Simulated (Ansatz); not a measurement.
# La (La, hcp): the cost of one run

Computed with Ansatz 0.2.0 (DFT r2SCAN, plane waves (500 eV) with PAW, scalar-relativistic; PBE-made PAW files, unless a step says otherwise).

**1. Starting point**

It takes space group P6_3/mmc (No. 194, hexagonal). The conventional cell has a = 3.754 Å, b = 3.754 Å, c = 6.131 Å, α = 90.00°, β = 90.00°, γ = 120.00°. Around La (site symmetry -6m2) lie 12 La at 3.75 Å.

Structure file:

```
CELL_PARAMETERS angstrom
3.75424 0.00000 0.00000
-1.87712 3.25126 0.00000
0.00000 0.00000 6.13067
ATOMIC_POSITIONS crystal
La 0.33333 0.66667 0.25000
La 0.66667 0.33333 0.75000
```

Starting moments (μB): +1 ×2.

**2. Relaxation of the cell**

The input, input.yaml:

```yaml
crystal:
  lattice:
    - [3.7542362609, 0.0, 0.0]
    - [-1.8771181304, 3.2512639737, 0.0]
    - [0.0, 0.0, 6.130667814]
  atoms:
    - { symbol: La, position: [0.3333333333, 0.6666666667, 0.25], spin: 1.0 }
    - { symbol: La, position: [0.6666666667, 0.3333333333, 0.75], spin: 1.0 }
hamiltonian:
  xc: r2scan
  pseudopotentials:
    kind: paw
    azcp:
      La: "pseudopotentials/La.paw.azcp"
basis:
  ecutwfc: 500
  fft_grid_basis: typed
kpoints:
  mp_grid: { grid: [10, 10, 5], shift: [0, 0, 0] }
magnetization:
  spin_polarized: true
scf:
  occupations: { method: fermi_dirac, width: 0.05 }
relax:
  max_steps: 60
  f_tol: 0.01
  cell: {}
output:
  write_density: true
  write_potential: true
  elf: true
  volumetric_format: npy
```

The run is started by

```sh
$ ansatz run input.yaml --threads 2 --pin off --max-ram 6144MiB --backend cpu --events-out ev --progress --plain --runs-dir out
```

Q: Estimate wall time and peak memory on 2 threads of Arm Neoverse V1, shared host.

About 52 s, with a peak of 0.63 GiB.
